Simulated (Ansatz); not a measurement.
# CH7BSn: how energies converge with the basis set

Aim: see how fast density functionals converge with the basis set for CH7BSn.

The runs use Ansatz 0.2.0, Gaussian basis; one geometry, several basis sets.

Levels to be run: PBE0-D4/def2-SVP; ωB97M-V/def2-SVP; PBE0-D4/def2-QZVPP; ωB97M-V/def2-QZVPP; the functionals' def2-TZVPP values are taken from earlier runs.

1 further run of the same task is left out (for a known fault of the program).

### 1 Structure used throughout

An earlier PBE0-D4 in a triple-zeta def2 set relaxation fixed the geometry. Sn takes the def2 core potential; no spin-orbit term is included.

SMILES `B[CH2][SnH3]`, 10 atoms, charge 0, spin multiplicity 1.

Atoms are counted from 1 here; the program's logs count them from 0.

Bond lengths: B1–C2 1.513 Å, B1–H4 1.200 Å, B1–H5 1.200 Å, C2–Sn3 2.206 Å, C2–H6 1.089 Å, C2–H7 1.089 Å, Sn3–H8 1.704 Å, Sn3–H9 1.706 Å, Sn3–H10 1.704 Å. Angles: C2–B1–H4 120.5°, C2–B1–H5 120.5°, H4–B1–H5 118.8°, B1–C2–Sn3 94.2°, B1–C2–H6 119.2°, B1–C2–H7 119.2°, Sn3–C2–H6 103.3°, Sn3–C2–H7 103.4°, H6–C2–H7 112.3°, C2–Sn3–H8 107.1°, C2–Sn3–H9 112.6°, C2–Sn3–H10 107.2°, H8–Sn3–H9 109.4°, H8–Sn3–H10 111.1°, H9–Sn3–H10 109.4°.

### 2 PBE0-D4 in def2-SVP

Contents of in.yaml:

```yaml
crystal:
  periodic: [false, false, false]
  atoms:
    - {symbol: B, position_ang: [-1.224960, 0.543297, -0.666123]}
    - {symbol: C, position_ang: [0.263986, 0.463663, -0.925693]}
    - {symbol: Sn, position_ang: [0.696074, -0.624354, 0.944593]}
    - {symbol: H, position_ang: [-1.952070, -0.346358, -1.011802]}
    - {symbol: H, position_ang: [-1.684255, 1.448875, -0.026866]}
    - {symbol: H, position_ang: [0.868521, 1.365674, -0.836785]}
    - {symbol: H, position_ang: [0.634193, -0.208310, -1.699235]}
    - {symbol: H, position_ang: [1.419405, -2.104163, 0.508344]}
    - {symbol: H, position_ang: [-0.707156, -0.929105, 1.865242]}
    - {symbol: H, position_ang: [1.769364, 0.339681, 1.851325]}
basis:
  gaussian: {orbitals: def2-SVP}
hamiltonian: {xc: pbe0, dispersion: d4}
output: {orbitals: {seedname: orbitals}}
```

On the command line:

```sh
> ansatz run in.yaml --threads 2 --pin off --events-out ev --progress --plain --max-ram 4352MiB
```

Further steps of the session: ωB97M-V in def2-SVP; PBE0-D4 in def2-QZVPP; ωB97M-V in def2-QZVPP.

**Question.** What will the summary of the whole plan be? Wanted: PBE0-D4: double and triple zeta above quadruple; ωB97M-V: double and triple zeta above quadruple.

The runs gave:

| quantity | value |
| --- | --- |
| PBE0-D4: double and triple zeta above quadruple | 2.46, 0.17 eV |
| ωB97M-V: double and triple zeta above quadruple | 2.68, 0.17 eV |

In words: For PBE0-D4 the step from double to triple zeta gains 2.28 eV and the next only 0.17 eV. These are total energies; as a rule much of such shifts cancels in differences, which this series doesn't test.
